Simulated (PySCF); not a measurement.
# C5H14OSi (SiHMe2(OiPr)): the cost of one run

The runs use PySCF 2.14.0, with density-fitted response routines of our own; the level of theory stands in each step. All values are computed, except where a source is named. Atoms are numbered from 0 throughout.

## (1) The starting structure

21 atoms, charge 0, multiplicity 1; geometry from: GFN2-xTB. The atoms were then displaced at random by about 0.03 Å, so the start is not that level's minimum.

Bonds of the start (Å): Si0–H1 1.47, Si0–C2 1.79, Si0–C6 1.96, Si0–O10 1.64, C2–H3 1.21, C2–H4 1.09, C2–H5 1.10, C6–H7 1.09, C6–H8 1.09, C6–H9 1.13, O10–C11 1.39, C11–C12 1.55, C11–C13 1.58, C11–H14 1.07, C12–H15 0.99, C12–H16 1.10, C12–H17 1.10, C13–H18 1.06, C13–H19 1.11, C13–H20 1.07.

## (2) Geometry optimisation at PBE0-D3(BJ)/def2-SVP

Job settings and geometry (Å):

```
{"job": {"xc": "PBE0", "basis": "def2-SVP", "d3": "d3bj", "grid": 1, "maxiter": 40, "shake": 0.03, "kind": "geom"}, "charge": 0, "multiplicity": 1}
Si     0.683620     1.212440     0.099550
H      0.822150     1.720980     1.469810
C      2.235230     0.681680    -0.626770
H      3.154820     1.468750    -0.556530
H      2.202970     0.368300    -1.674110
H      2.654810    -0.154910    -0.052110
C     -0.086060     2.659650    -0.978910
H     -0.171670     2.378560    -2.031800
H      0.518020     3.557890    -0.894850
H     -1.104340     2.951360    -0.593450
O     -0.541110     0.123830     0.057490
C     -0.500720    -1.151580     0.619470
C     -0.699970    -2.156150    -0.548370
C     -1.744010    -1.251110     1.586860
H      0.403240    -1.345190     1.155090
H     -1.529500    -1.983730    -1.064780
H     -0.616740    -3.158440    -0.113270
H      0.205490    -2.066050    -1.173230
H     -1.615610    -0.516730     2.338570
H     -2.700600    -1.088240     1.041570
H     -1.756770    -2.235320     2.010200
```

Launch:

```sh
> OMP_NUM_THREADS=2 python probes_run.py task.json out
```

This one command runs all jobs of the session in turn.

Q: Estimate the wall time and peak memory of this first job on 2 threads of INTEL XEON PLATINUM 8581C at 2.30GHz, shared host.

About 71 s, with a peak of 0.76 GiB.
